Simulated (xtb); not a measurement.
# GFN2-xTB run of GeH4SeSO (SMILES [OH][GeH]([SH])[SeH])

Wanted: a structure relaxation of GeH4SeSO. 

The results are computed with xtb 6.7.1.

4 further runs of the same task are left out: 1 that didn't finish, 3 set aside as unsound or not needed.

### Step 1. The structure to begin with

The species is GeH4SeSO (8 atoms), meant as a singlet with charge 0. As SMILES, `[OH][GeH]([SH])[SeH]`. Geometry: relaxed at PBE0-D4/def2-TZVP. This is one conformer, not always the lowest. The run starts from this shape.

Bond lengths: O1–Ge2 1.773 Å, Ge2–S3 2.218 Å, Ge2–Se4 2.348 Å, O1–H5 0.961 Å, Ge2–H6 1.531 Å, S3–H7 1.345 Å, Se4–H8 1.469 Å. Angles: O1–Ge2–S3 109.4°, O1–Ge2–Se4 113.8°, S3–Ge2–Se4 105.8°, O1–Ge2–H6 103.6°, S3–Ge2–H6 114.8°, Se4–Ge2–H6 109.7°, Ge2–O1–H5 112.4°, Ge2–S3–H7 93.1°, Ge2–Se4–H8 91.7°.

### Step 2. A structure relaxation at GFN2-xTB

The input, input.inp:

```
$chrg 0
$spin 0
$end
```

The input, mol.xyz:

```xyz
8
GeH4OSSe
O     -1.38290    -0.58160     0.84430
Ge    -0.37640     0.08380    -0.45520
S      1.02690     1.57810     0.39140
Se     0.96640    -1.51570    -1.52850
H     -0.86590    -1.05420     1.50230
H     -1.39560     0.65000    -1.44700
H      0.08210     2.12870     1.17430
H      2.03730    -1.34600    -0.53750
```

On the command line:

```sh
$ xtb mol.xyz -I input.inp -o vtight > run.log 2> xtb.err
```

What values should one expect? Wanted: total energy at the end; dipole moment; HOMO energy; LUMO energy; HOMO–LUMO gap; dispersion energy; mean polarisability.

**Answer.** As computed:

Level: GFN2-xTB.

| quantity | value |
| --- | --- |
| total energy at the end | -14.53457 Eh |
| dipole moment | 1.23 D |
| HOMO energy | -10.80 eV |
| LUMO energy | -7.08 eV |
| HOMO–LUMO gap | 3.73 eV |
| dispersion energy | -15.44 kJ/mol |
| mean polarisability (D4 model) | 85.3 bohr³ |

At the final geometry: Bond lengths: O1–Ge2 1.744 Å, Ge2–S3 2.243 Å, Ge2–Se4 2.357 Å, O1–H5 0.956 Å, Ge2–H6 1.522 Å, S3–H7 1.324 Å, Se4–H8 1.437 Å. Angles: O1–Ge2–S3 108.6°, O1–Ge2–Se4 109.8°, S3–Ge2–Se4 111.9°, O1–Ge2–H6 98.9°, S3–Ge2–H6 112.1°, Se4–Ge2–H6 114.6°, Ge2–O1–H5 120.1°, Ge2–S3–H7 92.2°, Ge2–Se4–H8 93.6°. The optimisation took 50 steps and changed the energy by -0.102 eV. Mulliken charges run from -0.47 on O1 to +0.32 on H5.
